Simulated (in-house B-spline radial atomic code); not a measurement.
# Cs²⁵⁺: RPA and G0W0 on different mean-field starts

Aim: see how far the highest quasi-particle level and the RPA correlation energy of Cs²⁵⁺ depend on the orbitals that they are built on.

Method: RPA, second order, AC-SOSEX and G0W0 (contour deformation) on a non-relativistic mean field, all electrons; no spin-orbit coupling, Breit or QED terms. Code: an in-house B-spline radial atomic code, version 1.

## Step 1: Starting point

| Property | Result |
| --- | --- |
| element | caesium (Z = 55) |
| charge | +25 |
| electrons | 30 |
| configuration | [Ar] 3d10 4s2 |
| next ion, run as well | [Ar] 3d10 4s1 |
| Hamiltonian | non-relativistic, point nucleus |
| starts | Hartree-Fock, PBE, PBEsol, CAM-B3LYP, B3LYP |

Outer shells as boxes (Hund's rule):

Cs25+
```
[Ar] core
3d [↑↓][↑↓][↑↓][↑↓][↑↓]
4s [↑↓]
```

## Step 2: Run with the Hartree-Fock start

Settings of the run:

```ini
Z = 55
electrons = 30.0
configuration = [Ar] 3d10 4s2
hamiltonian = nr
method = hf
lmax = 9
spin_polarised = False
box_radius = 3.47
intervals = 48
```

Started as:

```bash
$ python run_gw.py task.json out
```

The settings of every run stand in task.json; they run in order.

Further steps of the session: Run with the PBE start; Run with the PBEsol start; Run with the CAM-B3LYP start; Run with the B3LYP start.

What does the calculation give? Wanted: highest level, mean field; highest level, G0W0; RPA correlation energy; RPA+SOSEX.

As calculated:

| quantity | value |
| --- | --- |
| highest level, mean field (range over the runs) | -848.05 to -836.16 eV |
| highest level, G0W0 (range over the runs) | -852.48 to -851.75 eV |
| RPA correlation energy | -2.415 to -2.287 hartree |
| RPA+SOSEX | -1.6913 to -1.6075 hartree |
| tabulated theoretical ionisation energy (4s shell) | 875.00 ± 4 eV (NIST Atomic Spectra Database, ionization energies) |
| G0W0 removal energy less that value | -23.3 to -22.5 eV |

In words: G0W0 turns a spread of 11.9 eV among the starts into one of 0.73 eV, 6.2 % of it. Starts without exact exchange bind the level too weakly, through self-interaction, and G0W0 pulls it down by 16 eV. RPA gives the most correlation on PBEsol and the least on Hartree-Fock (5.3 % apart); over the runs it loosely follows the gap of the start, as smaller excitation energies give more correlation. All runs miss the tabulated theoretical ionisation energy, 875.00 ± 4 eV, by about -22.7 eV (-2.6 %), far more than they differ among themselves. Relativity, left out here, binds an s electron more tightly: it works in the direction of closing this gap. Read as a removal energy, the bare PBE level is off by -38.6 eV (-4.4 %) and the nearest bare level, Hartree-Fock's, by -27.0 eV. As differences of total energies the mean miss over the starts is 23 eV for mean field, 23 eV for RPA, 24 eV for RPA+SOSEX. The reference's uncertainty exceeds the spread between them. For so heavy an element the non-relativistic levels are a model, not the real atom's.
